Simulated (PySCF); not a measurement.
# C5H10OSi: the cost of one run

The runs use PySCF 2.14.0, with density-fitted response routines of our own; the level of theory stands in each step. All values are computed, except where a source is named. Atoms are numbered from 0 throughout.

### 1 The molecule as given

17 atoms, charge 0, multiplicity 1; geometry from: GFN2-xTB. The atoms were then displaced at random by about 0.01 Å, so the start is not that level's minimum.

Bonds of the start (Å): C0–C1 1.33, C1–O2 1.37, O2–C3 1.34, C3–C4 1.33, C3–C5 1.53, C5–Si6 1.90, C0–H7 1.08, C0–H8 1.05, C1–H9 1.07, C4–H10 1.07, C4–H11 1.08, C5–H12 1.10, C5–H13 1.10, Si6–H14 1.47, Si6–H15 1.47, Si6–H16 1.47.

### 2 Optimising the geometry at PBE0-D3(BJ)/def2-SVP

Job settings and geometry (Å):

```
{"job": {"xc": "PBE0", "basis": "def2-SVP", "d3": "d3bj", "grid": 1, "shake": 0.01, "kind": "geom"}, "charge": 0, "multiplicity": 1}
C      2.818420     1.301000    -0.063140
C      1.814690     0.476800    -0.351920
O      0.708340     0.360190     0.439970
C     -0.038050    -0.746250     0.353420
C      0.315620    -1.933200    -0.125430
C     -1.445100    -0.440680     0.856830
Si    -2.314990     0.760330    -0.329330
H      2.799110     1.918390     0.828630
H      3.623920     1.462320    -0.718420
H      1.813410    -0.122600    -1.242540
H     -0.378690    -2.752140    -0.143410
H      1.325780    -2.120450    -0.447510
H     -2.032690    -1.357890     0.970760
H     -1.372310     0.030980     1.844650
H     -2.400730     0.129920    -1.654270
H     -1.582690     2.032830    -0.396730
H     -3.670540     1.012280     0.188600
```

On the command line:

```bash
$ OMP_NUM_THREADS=1 python probes_run.py task.json out
```

The driver reads the jobs from task.json and runs them one after another.

Q: Estimate the wall time and peak memory of this first job on 1 thread of Arm Neoverse V1, shared host.

About 78 s, with a peak of 0.67 GiB.
